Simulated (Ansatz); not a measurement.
Predict the output of the script below (the Python package of Ansatz (0.2.0)).

`kconv_ge.py`:
```python
"""k-point test for Ge."""

import csv
import warnings

import ansatz as az
import numpy as np

warnings.simplefilter("ignore", az.DeckWarning)

vectors = np.array([
    [1.48805, -2.59469, 0.0],
    [1.48805, 2.59469, 0.0],
    [0.0, 0.0, 4.7276],
])
system = (
    az.Lattice.of(vectors)
    .atom("Ge", (0.66655, 0.33345, 0.25))
    .atom("Ge", (0.33345, 0.66655, 0.75))
)

setup = (
    system.calculation()
    .functional("r2SCAN")
    .pseudopotentials("paw")
    .basis(19 * az.Ha)
    .occupations("cold")  # fractional filling near the Fermi level
)

rows = []
for value in [(3, 3, 2), (4, 4, 2), (5, 5, 3), (7, 7, 4), (9, 9, 5), (11, 11, 6)]:
    r = setup.kpoints(*value).run().report
    rows.append((value, r["free_energy_ev"] / len(r["lattice"]["sites"]), r["n_iterations"], r["n_kpoints"]))

with open("kconv.csv", "w", newline="") as handle:
    writer = csv.writer(handle)
    writer.writerow(["mesh", "F/atom (eV)", "iterations", "k-points"])
    writer.writerows([round(v, 5) if isinstance(v, float) else v for v in row] for row in rows)

# the last row is the reference
for row in rows[:-1]:
    shift = 1000 * (row[1] - rows[-1][1])
    print(f"{row[0]}: {shift:+.2f} meV/atom" + ("  (within 1 meV)" if abs(shift) < 1 else ""))
```

Output of `python kconv_ge.py`:
```text
(3, 3, 2): -488.85 meV/atom
(4, 4, 2): -60.91 meV/atom
(5, 5, 3): +43.15 meV/atom
(7, 7, 4): +24.55 meV/atom
(9, 9, 5): +2.63 meV/atom
```

File `kconv.csv` afterwards:
```csv
mesh,F/atom (eV),iterations,k-points
"(3, 3, 2)",-4302.81218,6,8
"(4, 4, 2)",-4302.38424,6,14
"(5, 5, 3)",-4302.28017,6,18
"(7, 7, 4)",-4302.29877,6,48
"(9, 9, 5)",-4302.3207,6,75
"(11, 11, 6)",-4302.32333,6,144
```

Caveats:
- Within a few hundredths of an angstrom the cell has the higher group P6_3/mmc; the lower one is a small distortion.
- This isn't the structure that Ge takes at ambient conditions.
- Shifts are counted from the finest mesh, which is itself no proven limit.
- Processor time in the engine: 13 s on 1 thread of Intel(R) Xeon(R) Processor @ 2.30GHz, with other jobs on the host, peak memory 0.62 GiB.
